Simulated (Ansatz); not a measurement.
**LiSe+ (triplet): from Hartree-Fock to the top rungs at distance Se1–Li2 = 3.591 Å, cc-pVDZ**

An exercise on one series of results from a longer session: the logs are not shown, and one member is left open.

Program: Ansatz 0.2.0, Gaussian basis. Level of theory: cc-pVDZ, core rule «outside noble gas», up to 15 orbitals frozen. These are calculated values, not measurements.

Plan: UHF; CCSD(T) on ROHF; CCSD(T) on UHF; BCCD(T) on ROHF; CISD; CCSDT(Q) on ROHF; CCSDT(Q) on UHF; CASSCF and MRCISD+Q, 4 electrons in 4 orbitals; CASSCF and NEVPT2, 4 electrons in 4 orbitals; Full CI.

73 further runs of the same task are left out: 55 for a known fault of the program, 12 that didn't finish, 6 set aside as unsound or not needed.

### The geometry

The geometry derives from a PBE0/def2-TZVP stationary point (not a proven minimum). One bond is set to the value named and the two fragments are kept rigid. No spin-orbit coupling is included. The filled d shell of Se may be among the frozen orbitals whatever the setting's name suggests; the logs give the count.

2 atoms, charge 1, spin multiplicity 3.

Atoms are counted from 1 here; the program's logs count them from 0.

No contacts short enough for the rule that draws bonds.

The first run:

The input, in.yaml:

```yaml
crystal:
  periodic: [false, false, false]
  atoms:
    - {symbol: Se, position_ang: [0.000000, 0.000000, 0.000000]}
    - {symbol: Li, position_ang: [0.000000, 0.000000, 3.591000]}
basis:
  gaussian: {orbitals: cc-pVDZ}
total_charge: 1
magnetization: {spin_polarized: true, initial_magnetization: 2}
hamiltonian: {xc: hf}
output: {orbitals: {seedname: orbitals}}
```

Run with:

```console
ansatz run in.yaml --threads 1 --pin off --events-out ev --progress --plain --max-ram 2393MiB
```

Among the steps run: UHF; CCSD(T) on ROHF; CCSD(T) on UHF; BCCD(T) on ROHF; CISD; CCSDT(Q) on ROHF; CCSDT(Q) on UHF; CASSCF and MRCISD+Q, 4 electrons in 4 orbitals; CASSCF and NEVPT2, 4 electrons in 4 orbitals; Full CI.

One table of the session follows, with a row left open; its other results are not shown here.

```
   method  from FCI (meV)
     ROHF         +2560.7
      UHF         +2445.9
     RMP2          +466.4
     UMP2          +471.3
     CISD           +99.8
    RCCSD           +44.2
    UCCSD           +33.9
 RCCSD(T)           +11.1
 UCCSD(T)            +2.8
  BCCD(T)               ?
   RCCSDT            +2.8
   UCCSDT            -5.0
RCCSDT(Q)            +0.2
UCCSDT(Q)            -7.5
      FCI               0
```

Estimate the missing values for BCCD(T).

The run gave: from FCI (meV): +10.7. In the column «from FCI (meV)» it lies between RCCSDT (+2.8) and RCCSD(T) (+11.1).

Left out of the table: CASSCF pair, NEVPT2 pair, MRCISD pair, MRCISD+Q pair (the active space lost an orbital or holds another state than full CI finds).

Limits of these values: UCCSDT, UCCSDT(Q) fall below full CI: unrestricted runs freeze a spin-polarised core, another one than full CI's, and coupled cluster isn't variational. Levels on UHF freeze UHF's core orbitals, full CI those of ROHF, so the U rows can settle a little off it for that reason alone. Restricted and unrestricted rows rest on different reference determinants; where their highest levels disagree by more than a few hundredths of an eV, they describe different states and don't form one ladder. Warnings in the runs' records: passed over end.
